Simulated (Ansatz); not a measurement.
# Be2Ag: a short molecular-dynamics run

A trajectory of Be2Ag, a randomly packed cell with 6 atoms that was not relaxed first: 20 steps of 1 fs under a Nosé-Hoover thermostat at 300 K.

Method: DFT PBE, plane waves, PAW, scalar-relativistic, no spin polarisation, in Ansatz 0.2.0.

### 1 The system as given

The cell holds 6 atoms (Ag2Be4): a = 4.823 Å, b = 3.729 Å, c = 3.969 Å, α = 79.15°, β = 82.89°, γ = 105.75°.

Coordinates:

```cif
data_structure
_symmetry_space_group_name_H-M 'P 1'
_symmetry_Int_Tables_number 1
_cell_length_a 4.8227
_cell_length_b 3.7289
_cell_length_c 3.9688
_cell_angle_alpha 79.148
_cell_angle_beta 82.893
_cell_angle_gamma 105.753
_cell_volume 66.30
loop_
_atom_site_label
_atom_site_type_symbol
_atom_site_fract_x
_atom_site_fract_y
_atom_site_fract_z
_atom_site_occupancy
Ag1 Ag 0.75126 0.54962 0.11439 1
Ag2 Ag 0.55862 0.88538 0.56655 1
Be1 Be 0.37389 0.25416 0.87560 1
Be2 Be 0.08364 0.67467 0.48258 1
Be3 Be 0.03699 0.16945 0.25820 1
Be4 Be 0.97355 0.14799 0.77069 1
```

### 2 The run

input.yaml reads:

```yaml
crystal:
  lattice:
    - [4.813455, -0.044749, 0.295623]
    - [-1.000643, 3.577916, 0.319027]
    - [0.25532, 0.499792, 3.928925]
  atoms:
    - { symbol: Ag, position: [0.751258, 0.549621, 0.11439] }
    - { symbol: Ag, position: [0.558623, 0.885385, 0.566553] }
    - { symbol: Be, position: [0.373886, 0.254164, 0.875599] }
    - { symbol: Be, position: [0.083639, 0.674667, 0.48258] }
    - { symbol: Be, position: [0.036989, 0.169453, 0.258202] }
    - { symbol: Be, position: [0.973549, 0.147993, 0.770694] }
kpoints:
  mp_grid: { grid: [3, 4, 4] }
magnetization:
  spin_polarized: false
scf:
  occupations: { method: fermi_dirac, width: 0.1 }
hamiltonian:
  pseudopotentials: { kind: paw }
  xc: pbe
basis:
  ecutwfc: 420
md:
  timestep: 1.0
  n_steps: 20
  ensemble: nvt_nose_hoover
  temperature: 300.0
  initial_velocities: maxwell_boltzmann
  seed: 83815
```

Command:

```sh
$ ansatz run input.yaml --threads 2 --pin off --max-ram 2560MiB --backend cpu --events-out ev --progress --plain --runs-dir out
```

The log of the run (excerpt; [...] marks lines left out):

```text
Warning: md: disabling space-group detection — thermal motion breaks the input geometry's symmetry, so no spatial operation reduces the k-mesh or symmetrises the density; time reversal is kept, so that k and −k are solved as one point where they differ and the mesh holds both, and exact [...]
Warning: RAYON_NUM_THREADS=2 ignored (pool sized by the plan → 2); use --threads N
[...]
Pseudopotentials: kind: paw
Pseudopotential: Ag, paw, valence charge 19, recommended cutoff 420 eV (normal), Ag.paw.azcp
Pseudopotential: Be, paw, valence charge 2, recommended cutoff 420 eV (normal), Be.paw.azcp
Functional definition: PBE
[...]
Crystal: 6 atoms, lattice volume = 66.300 Å³
Basis set: ecut = 420 eV, 1297 PW (Γ), exchange–correlation on 72×50×54 points (8 copies of the dense FFT grid, shifted against one another)
Bands: 29, of which v1, the nominal top of the filled ones, is band 23 counted from 1 (22 counted from 0)
Symmetry: 1 space group operations
k-points: 26 of 48 (time reversal used)
[...]
SCF iter   1: F=—  HF=-15547.929517 eV  |F-HF|=—  |Δ(HF+E_count)|=         —  Δρ=3.80e-3  dr2=7.56e-3  ethr=1.77e-3  ⟨swp⟩=6.2  Hψ=3482  notcnv=0
[...]
md step     0: t =     0.00 fs  T =   300.0 K  F+E_penalty+E_count = -15547.92870466 eV  E_kin = 0.193890 eV  conserved = -15547.73481466 eV  (9 SCF iters)
[...]
md step     5: t =     5.00 fs  T =   283.4 K  F+E_penalty+E_count = -15547.91768952 eV  E_kin = 0.183134 eV  conserved = -15547.73456614 eV  (3 SCF iters)
[...]
md step     6: t =     6.00 fs  T =   287.8 K  F+E_penalty+E_count = -15547.92050159 eV  E_kin = 0.186010 eV  conserved = -15547.73450949 eV  (3 SCF iters)
```

### 3 More of the same log

The log, continued (excerpt; [...] marks lines left out):

```text
SCF iter   1: F=—  HF=-15547.927084 eV  |F-HF|=—  |Δ(HF+E_count)|=         —  Δρ=7.29e-6  dr2=4.73e-8  ethr=3.16e-9  ⟨swp⟩=2.0  Hψ=1380  notcnv=0  defer=3
[...]
md step     7: t =     7.00 fs  T =   298.1 K  F+E_penalty+E_count = -15547.92708374 eV  E_kin = 0.192650 eV  conserved = -15547.73446059 eV  (3 SCF iters)
[...]
md step    10: t =    10.00 fs  T =   374.0 K  F+E_penalty+E_count = -15547.97606098 eV  E_kin = 0.241706 eV  conserved = -15547.73440144 eV  (7 SCF iters)
[...]
md step    13: t =    13.00 fs  T =   522.6 K  F+E_penalty+E_count = -15548.07232448 eV  E_kin = 0.337736 eV  conserved = -15547.73451649 eV  (3 SCF iters)
[...]
md step    16: t =    16.00 fs  T =   719.3 K  F+E_penalty+E_count = -15548.20047907 eV  E_kin = 0.464911 eV  conserved = -15547.73477297 eV  (3 SCF iters)
[...]
md step    19: t =    19.00 fs  T =   911.6 K  F+E_penalty+E_count = -15548.32727148 eV  E_kin = 0.589137 eV  conserved = -15547.73504091 eV  (3 SCF iters)
[...]
md step    20: t =    20.00 fs  T =   964.8 K  F+E_penalty+E_count = -15548.36306960 eV  E_kin = 0.623539 eV  conserved = -15547.73510397 eV  (7 SCF iters)
SCF converged after 7 iterations
Free energy (F): -15548.363070 eV
[...]
E sigma→0 (E₀):  -15548.334067 eV
Entropy (-TS):   -0.058004 eV (-9.667 meV/atom)
Fermi energy:    12.959068 eV
[...]
--- Forces (eV/Å), atoms counted from 1 ---
  atom   1  Ag     0.35123094    -1.08363563    -0.72217348
  atom   2  Ag    -0.38053737    -0.45460855    -0.24855604
  atom   3  Be     0.07856595     0.01605206    -0.22178438
  atom   4  Be    -0.25899374     0.17904301     0.43720492
  atom   5  Be     0.20971574     0.79421109     0.05515279
  atom   6  Be     0.00001566     0.54896142     0.70015648
[...]
--- MD trajectory: 20 steps, t = 0.0 → 20.0 fs ---
  final state: T = 964.8 K   F+E_penalty+E_count = -15548.36306960 eV   E_kin = 0.623539 eV
  conserved energy: peak-to-peak 7.025e-4 eV (1.171e-4 eV/atom) over 20.0 fs
```

Wall time 47 s (2 threads of an Arm CPU, shared host); peak memory 0.34 GiB.

### 4 The trajectory

The trajectory, every 2 steps (energies from step 0); msd is the mean square displacement from the start, the centre of mass held:

```tsv
time (fs)	T (K)	potential energy change (meV/atom)	conserved energy change (meV/atom)	msd Be (Å²)	msd Ag (Å²)
0.0	300	0.0	0.00	0.000	0.000
2.0	291	1.0	0.01	0.000	0.000
4.0	283	1.8	0.03	0.001	0.000
6.0	288	1.4	0.05	0.003	0.000
8.0	315	-1.6	0.07	0.005	0.000
10.0	374	-7.9	0.07	0.007	0.000
12.0	466	-17.8	0.06	0.011	0.000
14.0	585	-30.7	0.04	0.016	0.001
16.0	719	-45.3	0.01	0.022	0.001
18.0	852	-59.8	-0.02	0.031	0.001
20.0	965	-72.4	-0.05	0.043	0.001
```

time (fs), T (K) and a bar:
```
      0.0        300 #
      1.0        296 #
      2.0        291 
      3.0        286 
      4.0        283 
      5.0        283 
      6.0        288 
      7.0        298 #
      8.0        315 #
      9.0        340 ###
     10.0        374 ####
     11.0        416 ######
     12.0        466 ########
     13.0        523 ###########
     14.0        585 #############
     15.0        651 ################
     16.0        719 ###################
     17.0        787 ######################
     18.0        852 #########################
     19.0        912 ############################
     20.0        965 ##############################
```

### 5 Frames from the trajectory

Positions (Å) and forces (eV/Å):

```xyz
6
Lattice="4.813 -0.045 0.296 -1.001 3.578 0.319 0.255 0.500 3.929" Properties=species:S:1:pos:R:3:forces:R:3 pbc="T T T" time_fs=2.0 T=291 dE=0.0059
Ag    3.094    1.993    0.850    0.224   -0.149   -0.996
Ag    1.948    3.425    2.670   -0.873   -0.026    0.217
Be    1.761    1.320    3.640    0.592   -0.502   -0.443
Be   -0.156    2.646    2.143   -0.003    0.416    0.529
Be    0.097    0.730    1.085    0.306    0.973    0.202
Be    4.737    0.874    3.347   -0.246   -0.713    0.491
6
Lattice="4.813 -0.045 0.296 -1.001 3.578 0.319 0.255 0.500 3.929" Properties=species:S:1:pos:R:3:forces:R:3 pbc="T T T" time_fs=5.0 T=283 dE=0.0110
Ag    3.091    1.996    0.854    0.306   -0.245   -1.076
Ag    1.949    3.423    2.664   -0.892   -0.025    0.246
Be    1.753    1.302    3.650    0.824   -0.453   -0.621
Be   -0.167    2.641    2.158    0.007    0.470    0.509
Be    0.134    0.733    1.095    0.019    1.065    0.097
Be    4.738    0.873    3.328   -0.265   -0.812    0.846
6
Lattice="4.813 -0.045 0.296 -1.001 3.578 0.319 0.255 0.500 3.929" Properties=species:S:1:pos:R:3:forces:R:3 pbc="T T T" time_fs=8.0 T=315 dE=-0.0095
Ag    3.089    2.000    0.858    0.365   -0.353   -1.107
Ag    1.949    3.421    2.659   -0.878   -0.040    0.238
Be    1.754    1.278    3.653    0.955   -0.414   -0.768
Be   -0.178    2.640    2.179   -0.020    0.478    0.505
Be    0.170    0.746    1.105   -0.166    1.116    0.039
Be    4.737    0.864    3.317   -0.257   -0.787    1.092
6
Lattice="4.813 -0.045 0.296 -1.001 3.578 0.319 0.255 0.500 3.929" Properties=species:S:1:pos:R:3:forces:R:3 pbc="T T T" time_fs=10.0 T=374 dE=-0.0474
Ag    3.088    2.002    0.860    0.391   -0.435   -1.098
Ag    1.949    3.420    2.655   -0.849   -0.062    0.210
Be    1.759    1.261    3.651    0.967   -0.391   -0.822
Be   -0.185    2.642    2.195   -0.054    0.455    0.511
Be    0.194    0.761    1.113   -0.217    1.125    0.021
Be    4.735    0.854    3.315   -0.238   -0.692    1.178
6
Lattice="4.813 -0.045 0.296 -1.001 3.578 0.319 0.255 0.500 3.929" Properties=species:S:1:pos:R:3:forces:R:3 pbc="T T T" time_fs=12.0 T=466 dE=-0.1067
Ag    3.087    2.004    0.861    0.405   -0.529   -1.065
Ag    1.948    3.418    2.652   -0.802   -0.098    0.162
Be    1.769    1.241    3.646    0.912   -0.362   -0.826
Be   -0.193    2.647    2.213   -0.098    0.412    0.518
Be    0.217    0.781    1.120   -0.208    1.112    0.013
Be    4.732    0.841    3.319   -0.209   -0.535    1.197
6
Lattice="4.813 -0.045 0.296 -1.001 3.578 0.319 0.255 0.500 3.929" Properties=species:S:1:pos:R:3:forces:R:3 pbc="T T T" time_fs=15.0 T=651 dE=-0.2274
Ag    3.086    2.007    0.862    0.404   -0.700   -0.973
Ag    1.946    3.416    2.647   -0.691   -0.187    0.050
Be    1.790    1.209    3.632    0.700   -0.284   -0.714
Be   -0.205    2.656    2.245   -0.170    0.324    0.518
Be    0.250    0.819    1.131   -0.100    1.043    0.017
Be    4.725    0.817    3.333   -0.143   -0.196    1.103
6
Lattice="4.813 -0.045 0.296 -1.001 3.578 0.319 0.255 0.500 3.929" Properties=species:S:1:pos:R:3:forces:R:3 pbc="T T T" time_fs=18.0 T=852 dE=-0.3587
Ag    3.085    2.009    0.863    0.378   -0.916   -0.835
Ag    1.944    3.414    2.642   -0.524   -0.328   -0.113
Be    1.818    1.175    3.610    0.357   -0.135   -0.459
Be   -0.218    2.669    2.281   -0.232    0.231    0.485
Be    0.281    0.867    1.143    0.080    0.912    0.035
Be    4.718    0.792    3.358   -0.059    0.235    0.887
6
Lattice="4.813 -0.045 0.296 -1.001 3.578 0.319 0.255 0.500 3.929" Properties=species:S:1:pos:R:3:forces:R:3 pbc="T T T" time_fs=20.0 T=965 dE=-0.4344
Ag    3.084    2.010    0.863    0.351   -1.084   -0.722
Ag    1.942    3.412    2.639   -0.381   -0.455   -0.249
Be    1.839    1.151    3.594    0.079    0.016   -0.222
Be   -0.229    2.678    2.308   -0.259    0.179    0.437
Be    0.303    0.904    1.151    0.210    0.794    0.055
Be    4.712    0.776    3.380    0.000    0.549    0.700
```

### 6 What came out

```
                              quantity                          value
                                length               20 steps of 1 fs
      temperature, first and last step                  300 and 965 K
              temperature, second half  mean 659 K, from 374 to 965 K
         potential energy, second half    -39 meV/atom from the start
largest change of the conserved energy                  0.07 meV/atom
 mean square displacement, second half          Be 0.021, Ag 0.001 Å²
```

Against a set 300 K the second half averages 659 K, going from 374 to 965 K over that half; the potential energy of that half lies 39 meV/atom under the start, so the atoms have moved to lower-lying arrangements, and the energy set free heats the cell. The conserved energy strays from its start by at most 0.07 meV/atom, 0.1 % of the mean kinetic energy, which is good for a step of 1 fs. Over the second half Be atoms stand 0.1 Å (root mean square) from where they began, and the farthest move is 0.3 Å. Averages from a run of 20 fs with 6 atoms are rough. The k-mesh is coarse for this cell.
